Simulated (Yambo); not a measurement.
# TiC (Fm-3m) in Yambo: a series of runs, part 2 of 2

Yambo 5.3.0. The steps go on from the part before.

**4. Optical spectrum, PBEsol**

optics2.in

```
optics
chi
tddft
Chimod= "ALDA"
% BndsRnXd
 1 | 33 |
%
NGsBlkXd= 3 Ry
% LongDrXd
 0 | 0 | 1 |
%
% QpntsRXd
 1 | 1 |
%
% EnRngeXd
 0 | 10 | eV
%
% DmRngeXd
 0.1 | 0.1 | eV
%
ETStpsXd= 300
FxcGRLc= 3 Ry
VXCRLvcs= 3 Ry
```

scf.in

```
&CONTROL
  calculation = 'scf'
  prefix = 'pwscf'
  outdir = './tmp'
  pseudo_dir = './pseudo'
/
&SYSTEM
  ibrav = 0
  nat = 2
  ntyp = 2
  ecutwfc = 84
  nbnd = 14
  occupations = 'smearing'
  smearing = 'fd'
  degauss = 0.00367493
  force_symmorphic = .true.
/
&ELECTRONS
  conv_thr = 4d-10
  electron_maxstep = 120
  mixing_beta = 0.5
/
ATOMIC_SPECIES
Ti    47.8670 Ti.upf
C     12.0110 C.upf
CELL_PARAMETERS angstrom
   0.0000000000    2.1657188437    2.1657188437
   2.1657188437    0.0000000000    2.1657188437
   2.1657188437    2.1657188437    0.0000000000
ATOMIC_POSITIONS crystal
Ti     0.0000000000    0.0000000000    0.0000000000
C      0.5000000000    0.5000000000    0.5000000000
K_POINTS automatic
16 16 16 0 0 0
```

nscf.in

```
&CONTROL
  calculation = 'nscf'
  prefix = 'pwscf'
  outdir = './tmp'
  pseudo_dir = './pseudo'
/
&SYSTEM
  ibrav = 0
  nat = 2
  ntyp = 2
  ecutwfc = 84
  nbnd = 33
  occupations = 'smearing'
  smearing = 'fd'
  degauss = 0.00367493
  force_symmorphic = .true.
/
&ELECTRONS
  conv_thr = 1d-08
  diago_full_acc = .true.
  diago_thr_init = 1d-06
/
ATOMIC_SPECIES
Ti    47.8670 Ti.upf
C     12.0110 C.upf
CELL_PARAMETERS angstrom
   0.0000000000    2.1657188437    2.1657188437
   2.1657188437    0.0000000000    2.1657188437
   2.1657188437    2.1657188437    0.0000000000
ATOMIC_POSITIONS crystal
Ti     0.0000000000    0.0000000000    0.0000000000
C      0.5000000000    0.5000000000    0.5000000000
K_POINTS automatic
16 16 16 0 0 0
```

Potentials or basis: PseudoDojo 0.4.1 SR PBEsol standard.

Run with:

```sh
$ OMP_NUM_THREADS=1 pw.x -in scf.in > scf.out
$ OMP_NUM_THREADS=1 pw.x -in nscf.in > nscf.out
$ cd tmp/pwscf.save; p2y; mv SAVE ../..; cd ../..
$ OMP_NUM_THREADS=1 yambo
$ OMP_NUM_THREADS=1 yambo -F optics2.in -J optics2 -C optics2_out
```

Yambo's report:

```text
[... sections 02.01 to 02.04 as in the set-up run ...]

  [02.05] Energies & Occupations
  ==============================

  [X] === General ===
  [X] Electronic Temperature                        :  0.258606E-1   300.100    [eV K]
  [X] Bosonic    Temperature                        :  0.258606E-1   300.100    [eV K]
  [X] Finite Temperature mode                       : yes
  [X] El. density                                   :  0.78756E+24 [cm-3]
  [X] Fermi Level                                   :  14.61189 [eV]

  [X] === Gaps and Widths ===
  [X] Conduction Band Min                           :  14.61189 [eV]
  [X] Valence Band Max                              :  14.61189 [eV]
  [X] Filled Bands                                  :   5
  [X] Metallic Bands                                :   6   9
  [X] Empty Bands                                   :   10   33

  [X] === Metallic Characters ===
  [X] N of el / N of met el                         :  16.00000   5.94055
  [X] Average metallic occ.                         :  0.371284

  [WARNING] [X] Metallic system
[... 68 lines left out ...]

  [WF-Oscillators/G space/Transverse up loader] Normalization (few states)  min/max  :  0.20277E-16   1.0000

  [WR./optics2//ndb.dipoles]------------------------------------------------------
   Brillouin Zone Q/K grids (IBZ/BZ)                :    145   4096    145   4096
   RL vectors                                       :  2421 [WF]
   Fragmentation                                    : yes
   Electronic Temperature                           :  300.1000 [K]
   Bosonic    Temperature                           :  300.1000 [K]
   DIP band range                                   :    1   33
   DIP band range limits                            :   9   6
   DIP e/h energy range                             : -1.000000 -1.000000 [eV]
   RL vectors in the sum                            :  2421
   [r,Vnl] included                                 : yes
   Bands ordered                                    : yes
   Direct v evaluation                              : no
   Approach used                                    : G-space v
   Dipoles computed                                 : R V P [G-space]
   Wavefunctions                                    : Perdew, Burke & Ernzerhof SOL(X)+Perdew, Burke & Ernzerhof SOL(C)

  [WARNING] [r,Vnl^pseudo] included in position and velocity dipoles.

  [WARNING] In case H contains other non local terms, these are neglected

 [05] Optics
 ===========

 [xc] Functional : Perdew, Burke & Ernzerhof SOL(X)+Perdew, Burke & Ernzerhof SOL(C)
 [xc] LIBXC used to calculate xc functional
  PP Number of Atomic Species                      :  2
  NLCC RL compoments                               :  14211
 [X-CG] R(p) Tot o/o(of R):    25440   830164      100

 [WARNING] The system is a metal but Drude term not included.
```

It took 2.2 min on 1 thread of Arm Neoverse V2, shared host; peak memory 0.9 GiB.

What came out:

| Quantity | Value |
| --- | --- |
| Band gap on the k mesh, mean-field level | none (metal or under the smearing width) |

Dielectric function (along the field direction of the input):
| energy (eV) | real part | imaginary part |
| --- | --- | --- |
| 0.27 | 77.27 | 65.62 |
| 0.77 | 13.01 | 29.28 |
| 1.27 | 11.16 | 26.70 |
| 1.77 | 12.10 | 20.96 |
| 2.31 | 8.50 | 17.08 |
| 2.81 | 3.65 | 20.22 |
| 3.31 | 3.98 | 14.53 |
| 3.85 | 1.60 | 11.41 |
| 4.35 | 1.24 | 11.99 |
| 4.85 | 1.04 | 12.17 |
| 5.38 | -2.48 | 11.02 |
| 5.89 | -2.19 | 8.79 |
| 6.39 | -0.58 | 7.02 |
| 6.92 | -3.10 | 8.44 |
| 7.42 | -3.78 | 6.92 |
| 7.93 | -1.74 | 4.16 |
| 8.46 | -1.57 | 4.45 |
| 8.96 | -2.00 | 4.99 |
| 9.46 | -2.87 | 3.76 |
| 10.00 | -2.16 | 2.43 |

Caveat: the LDA kernel is used on GGA states, which is inconsistent by a few percent; the intraband (Drude) term of the metal is left out; the ground state has no gap, which makes the many-body step unreliable; these spectra lack excitons.

**5. Optical spectrum, PBEsol**

optics3.in

```
optics
chi
Chimod= "IP"
% BndsRnXd
 1 | 33 |
%
% LongDrXd
 1 | 1 | 1 |
%
% QpntsRXd
 1 | 1 |
%
% EnRngeXd
 0 | 10 | eV
%
% DmRngeXd
 0.05 | 0.05 | eV
%
ETStpsXd= 150
```

scf.in is that of step 4.

nscf.in is that of step 4.

Potentials or basis: PseudoDojo 0.4.1 SR PBEsol standard.

Run with:

```sh
$ OMP_NUM_THREADS=1 pw.x -in scf.in > scf.out
$ OMP_NUM_THREADS=1 pw.x -in nscf.in > nscf.out
$ cd tmp/pwscf.save; p2y; mv SAVE ../..; cd ../..
$ OMP_NUM_THREADS=1 yambo
$ OMP_NUM_THREADS=1 yambo -F optics3.in -J optics3 -C optics3_out
```

Yambo's report:

```text
[... sections 02.01 to 02.04 as in the set-up run ...]

  [02.05] Energies & Occupations
  ==============================

  [X] === General ===
  [X] Electronic Temperature                        :  0.258606E-1   300.100    [eV K]
  [X] Bosonic    Temperature                        :  0.258606E-1   300.100    [eV K]
  [X] Finite Temperature mode                       : yes
  [X] El. density                                   :  0.78756E+24 [cm-3]
  [X] Fermi Level                                   :  14.61189 [eV]

  [X] === Gaps and Widths ===
  [X] Conduction Band Min                           :  14.61189 [eV]
  [X] Valence Band Max                              :  14.61189 [eV]
  [X] Filled Bands                                  :   5
  [X] Metallic Bands                                :   6   9
  [X] Empty Bands                                   :   10   33

  [X] === Metallic Characters ===
  [X] N of el / N of met el                         :  16.00000   5.94055
  [X] Average metallic occ.                         :  0.371284

  [WARNING] [X] Metallic system

 [03] Transferred momenta grid and indexing
 ==========================================

 IBZ Q-points                                      :  145
 BZ  Q-points                                      :   4096

 K/Q-points units:
 rlu = crystal or reduced units; cc = cartesian coordinates; iku = interal k-units

 Q [  1]        [rlu]:  0.000000  0.000000  0.000000
 Q [  2]        [rlu]:  0.19765E-17  0.19765E-17  0.62500E-01
 Q [  3]        [rlu]:  0.39530E-17  0.39530E-17  0.12500
 Q [  4]        [rlu]:  0.15288E-16  0.15288E-16  0.18750
 Q [  5]        [rlu]:  0.79060E-17  0.79060E-17  0.25000
 Q [  6]        [rlu]:  0.52444E-18  0.52444E-18  0.31250
[... 42 lines left out ...]
 Q [ 49]        [rlu]:  0.28747E-16  0.25000      0.25000
 Q [ 50]        [rlu]:  0.26994E-16  0.25000      0.31250

 Remaining 95 points informations can be written running with -fatlog

 [04] Dipoles
 ============

  [04.01] Setup: observables and procedures
  =========================================

  [WF-Oscillators/G space/Transverse up loader] Normalization (few states)  min/max  :  0.20277E-16   1.0000

  [WR./optics3//ndb.dipoles]------------------------------------------------------
   Brillouin Zone Q/K grids (IBZ/BZ)                :    145   4096    145   4096
   RL vectors                                       :  2421 [WF]
   Fragmentation                                    : yes
   Electronic Temperature                           :  300.1000 [K]
   Bosonic    Temperature                           :  300.1000 [K]
   DIP band range                                   :    1   33
   DIP band range limits                            :   9   6
   DIP e/h energy range                             : -1.000000 -1.000000 [eV]
   RL vectors in the sum                            :  2421
   [r,Vnl] included                                 : yes
   Bands ordered                                    : yes
   Direct v evaluation                              : no
   Approach used                                    : G-space v
   Dipoles computed                                 : R V P [G-space]
   Wavefunctions                                    : Perdew, Burke & Ernzerhof SOL(X)+Perdew, Burke & Ernzerhof SOL(C)

  [WARNING] [r,Vnl^pseudo] included in position and velocity dipoles.

  [WARNING] In case H contains other non local terms, these are neglected

 [05] Optics
 ===========

 [X-CG] R(p) Tot o/o(of R):    25440   830164      100

 [WARNING] The system is a metal but Drude term not included.
```

It took 2 min on 1 thread of Arm Neoverse V2, shared host; peak memory 0.33 GiB.

What came out:

```
Band gap on the k mesh, mean-field level : none (metal or under the smearing width)
```

Dielectric function (along the field direction of the input):
| energy (eV) | real part | imaginary part |
| --- | --- | --- |
| 0.27 | 84.41 | 76.48 |
| 0.47 | -12.46 | 40.31 |
| 0.74 | 9.96 | 34.11 |
| 1.01 | 17.75 | 23.67 |
| 1.21 | 14.77 | 36.50 |
| 1.48 | 6.82 | 14.88 |
| 1.74 | 15.44 | 20.37 |
| 2.01 | 5.61 | 16.67 |
| 2.21 | 13.27 | 18.28 |
| 2.48 | 13.99 | 15.25 |
| 2.75 | 6.63 | 22.35 |
| 2.95 | -0.03 | 11.74 |
| 3.22 | 5.79 | 16.47 |
| 3.49 | 5.07 | 18.59 |
| 3.76 | -0.23 | 12.58 |
| 3.96 | 4.68 | 9.98 |
| 4.23 | 0.51 | 13.85 |
| 4.50 | 2.66 | 11.22 |
| 4.70 | 1.00 | 13.86 |
| 4.97 | 1.65 | 11.53 |
| 5.23 | -2.09 | 14.54 |
| 5.50 | -2.47 | 11.05 |
| 5.70 | -2.32 | 7.81 |
| 5.97 | -2.87 | 7.62 |
| 6.24 | -1.11 | 7.07 |
| 6.44 | 0.12 | 7.30 |
| 6.71 | 0.18 | 8.07 |
| 6.98 | -3.20 | 7.90 |
| 7.25 | -1.50 | 6.15 |
| 7.45 | -4.97 | 6.46 |
| 7.72 | -3.12 | 4.15 |
| 7.99 | -1.59 | 4.54 |
| 8.19 | -0.92 | 5.46 |
| 8.46 | -1.20 | 4.23 |
| 8.72 | -2.61 | 4.33 |
| 8.99 | -2.78 | 5.56 |
| 9.19 | -1.23 | 4.00 |
| 9.46 | -3.16 | 3.36 |
| 9.73 | -3.61 | 3.65 |
| 10.00 | -1.77 | 2.04 |

Caveat: the intraband (Drude) term of the metal is left out; the ground state has no gap, which makes the many-body step unreliable; independent-particle spectra lack excitons.

**6. The runs side by side**

| direction of the field or of q to 0 | broadening | kernel | top of the energy range | energy points | gap on the mesh (eV) |
| --- | --- | --- | --- | --- | --- |
| z | 0.1 eV | none (independent particles) | 20 eV | 300 | none |
| z | 0.1 eV | Hartree (RPA with local fields) | 30 eV | 150 | none |
| z | 0.1 eV | adiabatic LDA | 10 eV | 300 | none |
| x + y + z | 0.05 eV | none (independent particles) | 10 eV | 150 | none |

Alike in all rows: task optical spectrum; level PBEsol; potentials or basis PseudoDojo 0.4.1 SR PBEsol standard; no spin polarisation; cell as given; k mesh 16 × 16 × 16; cutoff (eV) 1143; smearing fermi-dirac 0.05 eV.

Every run on the cell as given and a fine mesh finds a metal.

Caveats: the intraband (Drude) term of the metal is left out; the ground state has no gap, which makes the many-body step unreliable; independent-particle spectra lack excitons (some runs); these spectra lack excitons (some runs); the LDA kernel is used on GGA states, which is inconsistent by a few percent (some runs).

Total energies depend on the potentials used, so only differences within one code and one set of settings carry meaning.
